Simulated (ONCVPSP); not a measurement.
# An ONCV potential for calcium, from input to tests

Task: generate the file, and judge it by its errors in other configurations, its logarithmic derivatives, its ghosts and its cutoff.

The numbers are computed with ONCVPSP 4.0.1 (PBE, scalar-relativistic, spin-unpolarised reference atom).

## (1) Settings

Typed settings, in words:

* element: calcium (Ca, Z = 20)
* type: optimised norm-conserving Vanderbilt (ONCV)
* frozen core: [Ne]
* valence charge: 10
* reference configuration: 3s2 3p6 4s2
* partial waves: 3s+4s: rc 2.05 bohr, ncon 4, nbas 9, qcut 7.7 1/bohr, 2 projectors; 3p: rc 1.45 bohr, ncon 4, nbas 8, qcut 10.3 1/bohr, 3 projectors, debl 1.7 Ha; d scattering state at 0.12 Ha: rc 1.85 bohr, ncon 5, nbas 10, qcut 5.1 1/bohr, 2 projectors, debl 0.6 Ha
* local potential: polynomial inside 1.05 bohr (lpopt 5, dvloc0 0 Ha)
* core correction: Teter function, fcfact 4.5, rcfact 1

The outer shells as boxes (Hund's rule for the drawing; the calculation is spin-unpolarised):

```
[Ne] core
3s [↑↓]
3p [↑↓][↑↓][↑↓]
4s [↑↓]
```

An earlier all-electron run gives the scale for the radii.

All-electron outer shells of the reference configuration (PBE, scalar-relativistic, ld1.x):

```
shell  level (eV)  outermost node (bohr)  outermost maximum (bohr)
   3s      -47.09                   0.45                      0.99
   3p      -28.01                   0.42                      1.04
   4s       -3.77                   1.43                      3.42
   3d       -1.95                      –                      1.27
   4p       -1.40                   1.63                      4.39
```

## (2) Generating the potential

Ca.dat

```
# ATOM AND REFERENCE CONFIGURATION
# atsym  z   nc   nv     iexc    psfile
  Ca 20.00    3    3        4      upf
#
#   n    l    f
    1    0    2.00
    2    0    2.00
    2    1    6.00
    3    0    2.00
    3    1    6.00
    4    0    2.00
#
# PSEUDOPOTENTIAL AND OPTIMIZATION
# lmax
    2
#
#   l,   rc,      ep,       ncon, nbas, qcut
    0    2.05    0.00    4    9    7.70
    1    1.45    0.00    4    8   10.30
    2    1.85    0.12    5   10    5.10
#
# LOCAL POTENTIAL
# lloc, lpopt,  rc(5),   dvloc0
    4    5    1.05    0.00
#
# VANDERBILT-KLEINMAN-BYLANDER PROJECTORs
# l, nproj, debl
    0    2    3.00
    1    3    1.70
    2    2    0.60
#
# MODEL CORE CHARGE
# icmod, fcfact, rcfact
    3    4.50    1.00
#
# LOG DERIVATIVE ANALYSIS
# epsh1, epsh2, depsh
   -3.00    5.00    0.02
#
# OUTPUT GRID
# rlmax, drl
    6.00    0.01
#
# TEST CONFIGURATIONS
# ncnf
    4
# nvcnf
#   n    l    f
    3
    3    0    2.00
    3    1    6.00
    4    0    1.00
#
    3
    3    0    2.00
    3    1    6.00
    4    0    0.00
#
    3
    3    0    2.00
    3    1    6.00
    4    0    1.50
#
    4
    3    0    2.00
    3    1    6.00
    4    0    0.00
    3    2    1.00
#
```

The run is started by

```console
oncvpsp.x < Ca.dat > Ca.out
```

**Question.** What will these runs give? Wanted: cutoffs for 1 and 0.1 mHa per electron, occupied waves; bound ghosts; GHOST(+) flags; largest test error; largest phase difference near zero energy, channels read; rms error of d²Exc/dn², without and with the model core; projector energies reset by the program.

As calculated:

| quantity | value |
| --- | --- |
| cutoffs for 1 and 0.1 mHa per electron, occupied waves | 23 Ha and 33 Ha |
| bound ghosts | none found |
| GHOST(+) flags | none at low energy |
| largest test error (AE − PS) | +15 meV, for 3s2 3p6 3d1 4s0 |
| largest phase difference near zero energy, channels read | 0.000 rad |
| rms error of d²Exc/dn², without and with the model core | 1.81 and 0.73 mHa |
| projector energies reset by the program | d: -0.072, 0.528 Ha |

**Reading.** By total energies transferability is good: the largest error is 15 meV on 7.7 eV, for 3s2 3p6 3d1 4s0. The potential is of middling hardness: the looser tolerance needs 23 Ha. At the looser tolerance the 3p wave is the slowest; 3s needs 14 Ha. That counts occupied waves only; other projectors can need more. It is free of bound ghosts as far as tested. Near zero energy the phases of the channels with partial waves agree within 0.001 rad.
